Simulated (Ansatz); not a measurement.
# C₂H₇NOS₂W: up Jacob's ladder to CCSD(T)

One table from this session's results is given with a row withheld; the runs are named, their logs left out.

Method: functionals in def2-TZVPP, the program's frozen cores in correlated methods; program: Ansatz 0.2.0, Gaussian basis.

Plan: LDA (SPW92), PBE-D4, revPBE-D4, BLYP-D4, r2SCAN-D4, B97M-V, PBE0-D4, B3LYP-D4, r2SCANh-D4, r2SCAN0-D4, HSE06-D4, BHLYP-D4, CAM-B3LYP-D4, LC-ωPBE, ωB97X-V, ωB97M-V, B2PLYP, PBE-QIDH; CCSD(T)/def2-SVP; CCSD(T)/def2-TZVPP; MP2/def2-QZVPP; extrapolation to the limit; RPA on PBE.

## The geometry

An earlier PBE0-D4 in a triple-zeta def2 set relaxation fixed the geometry. W takes the def2 core potential; no spin-orbit term is included.

SMILES `C[N](C)[W]([OH])(=[S])=[S]`, 14 atoms, charge 0, spin multiplicity 1.

Atoms are counted from 1 here; the program's logs count them from 0.

Bond lengths: C1–N2 1.451 Å, C1–H8 1.096 Å, C1–H9 1.087 Å, C1–H10 1.097 Å, N2–C3 1.453 Å, N2–W4 1.918 Å, C3–H11 1.097 Å, C3–H12 1.096 Å, C3–H13 1.088 Å, W4–O5 1.888 Å, W4–S6 2.132 Å, W4–S7 2.133 Å, O5–H14 0.960 Å. Angles: N2–C1–H8 110.1°, N2–C1–H9 110.9°, N2–C1–H10 110.0°, H8–C1–H9 108.9°, H8–C1–H10 108.1°, H9–C1–H10 108.8°, C1–N2–C3 112.1°, C1–N2–W4 126.3°, C3–N2–W4 121.7°, N2–C3–H11 110.1°, N2–C3–H12 110.1°, N2–C3–H13 111.2°, H11–C3–H12 108.4°, H11–C3–H13 108.3°, H12–C3–H13 108.7°, N2–W4–O5 108.2°, N2–W4–S6 108.4°, N2–W4–S7 108.9° and more.

As a file:

```tsv
atom	x (Å)	y (Å)	z (Å)
C1	-0.36364	0.04508	1.71022
N2	0.14020	-0.03001	0.35112
C3	1.27966	-0.92443	0.24007
W4	-0.55197	0.91272	-1.16921
O5	-1.70371	-0.25023	-2.10950
S6	-1.64489	2.60430	-0.47037
S7	1.07589	1.50145	-2.41583
H8	-0.68689	-0.94660	2.04762
H9	-1.20564	0.72944	1.77360
H10	0.42766	0.39386	2.38475
H11	2.09654	-0.57631	0.88360
H12	0.99718	-1.93532	0.55583
H13	1.64631	-0.96901	-0.78385
H14	-1.50671	-0.55494	-2.99805
```

The first run:

File in.yaml:

```yaml
crystal:
  periodic: [false, false, false]
  atoms:
    - {symbol: C, position_ang: [-0.363640, 0.045080, 1.710222]}
    - {symbol: N, position_ang: [0.140200, -0.030005, 0.351122]}
    - {symbol: C, position_ang: [1.279656, -0.924426, 0.240069]}
    - {symbol: W, position_ang: [-0.551966, 0.912721, -1.169215]}
    - {symbol: O, position_ang: [-1.703708, -0.250234, -2.109496]}
    - {symbol: S, position_ang: [-1.644886, 2.604302, -0.470368]}
    - {symbol: S, position_ang: [1.075894, 1.501446, -2.415835]}
    - {symbol: H, position_ang: [-0.686887, -0.946604, 2.047618]}
    - {symbol: H, position_ang: [-1.205640, 0.729437, 1.773604]}
    - {symbol: H, position_ang: [0.427655, 0.393861, 2.384747]}
    - {symbol: H, position_ang: [2.096540, -0.576311, 0.883604]}
    - {symbol: H, position_ang: [0.997180, -1.935322, 0.555832]}
    - {symbol: H, position_ang: [1.646306, -0.969012, -0.783847]}
    - {symbol: H, position_ang: [-1.506714, -0.554942, -2.998047]}
basis:
  gaussian: {orbitals: def2-TZVPP}
hamiltonian: {xc: lda}
output: {orbitals: {seedname: orbitals}}
```

The run is started by

```
$ ansatz run in.yaml --threads 2 --pin off --events-out ev --progress --plain --max-ram 22528MiB --backend cuda --devices 0, --max-vram 18GiB
```

Steps of the session up to this table: LDA; PBE-D4 (GGA); revPBE-D4 (GGA); BLYP-D4 (GGA); r2SCAN-D4 (meta-GGA); B97M-V (meta-GGA); PBE0-D4 (hybrid); B3LYP-D4 (hybrid); r2SCANh-D4 (hybrid); r2SCAN0-D4 (hybrid); HSE06-D4 (hybrid); BHLYP-D4 (hybrid); CAM-B3LYP-D4 (range-separated); LC-ωPBE (range-separated); ωB97X-V (range-separated); ωB97M-V (range-separated); B2PLYP (double hybrid); PBE-QIDH (double hybrid).

One of the session's tables, all rows but one given; the rest of the session is left out.

It belongs to the step «Frontier levels by functional». 

```
  functional  HOMO (eV)  LUMO (eV)  gap (eV)
 LDA (SPW92)      -6.00      -3.26      2.74
      PBE-D4      -5.85      -3.09      2.76
   revPBE-D4      -5.79      -3.02      2.77
     BLYP-D4          ?          ?         ?
   r2SCAN-D4      -6.12      -3.07      3.05
      B97M-V      -6.19      -3.00      3.18
     PBE0-D4      -6.97      -2.42      4.55
    B3LYP-D4      -6.72      -2.57      4.15
  r2SCANh-D4      -6.53      -2.80      3.72
  r2SCAN0-D4      -7.14      -2.41      4.73
    HSE06-D4      -6.58      -2.79      3.78
    BHLYP-D4      -7.91      -1.56      6.35
CAM-B3LYP-D4      -8.15      -1.38      6.77
     LC-ωPBE      -9.45      -0.42      9.04
     ωB97X-V      -9.12      -0.45      8.68
     ωB97M-V      -8.97      -0.46      8.51
```

Q: Estimate the row for BLYP-D4 from the others.

Worked estimate for «HOMO (eV)». Against the share of exact exchange, B3LYP-D4 (0.2, -6.72), BHLYP-D4 (0.5, -7.91) give a slope of -3.97 per unit share; at 0 the line stands at -5.93.

The run gave: HOMO (eV): -5.66; LUMO (eV): -2.93; gap (eV): 2.73. In «HOMO (eV)» the line misses by -0.27.
